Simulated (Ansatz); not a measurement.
AlIn:

```
Al In
1.0
     3.05413    0.00000    0.00000
    -1.52707    2.64496    0.00000
     0.00000    0.00000    5.82802
Al In
1 1
Direct
  0.00000 0.00000 0.00000
  0.00000 0.00000 0.50000
```

The cell was built by a generator and needn't be a form met in nature.

| Item | Value |
| --- | --- |
| Program | Ansatz 0.2.0 |
| Task | relaxation of cell and atoms |
| Functional | PBE0 |
| Potentials or basis | Ansatz PAW |
| Cutoff | 420 eV (not typed: the program's choice for these potentials) |
| k mesh | 5 × 5 × 3 |
| Occupations | fermi-dirac, width 0.05 eV |
| Spin | no spin polarisation |

At the start: volume 23.54 Å³/atom.

Q: Where does the relaxation end?

A: It ends after 5 steps and the volume is 22.54 Å³/atom (-4.2 %); space group P6/mmm (No. 191, to 0.05 Å).

Step by step:
```csv
step,energy change (eV),largest force (eV/Å),volume (Å³)
1,0.0000,0.0000,47.08
2,-0.0156,0.0000,44.30
3,-0.0253,0.0000,45.13
4,-0.0254,0.0000,45.08
5,-0.0250,0.0000,45.08
```

Final structure:
```xyz
2
Lattice="2.9902 0.0000 0.0000 -1.4951 2.5895 0.0000 0.0000 0.0000 5.8219" Properties=species:S:1:pos:R:3 pbc="T T T"
Al    0.0000    0.0000    0.0000
In    0.0000    0.0000    2.9109
```

Caveat: the k mesh is coarse (spacing up to 0.48 Å⁻¹), so the values aren't converged, least of all with exact exchange; the plane-wave basis is chosen anew once the cell has moved, so the energies of steps on either side of that aren't comparable; the PAW data sets come from PBE, with cores solved anew for the run's functional, which leaves a small shift of forces and pressure.
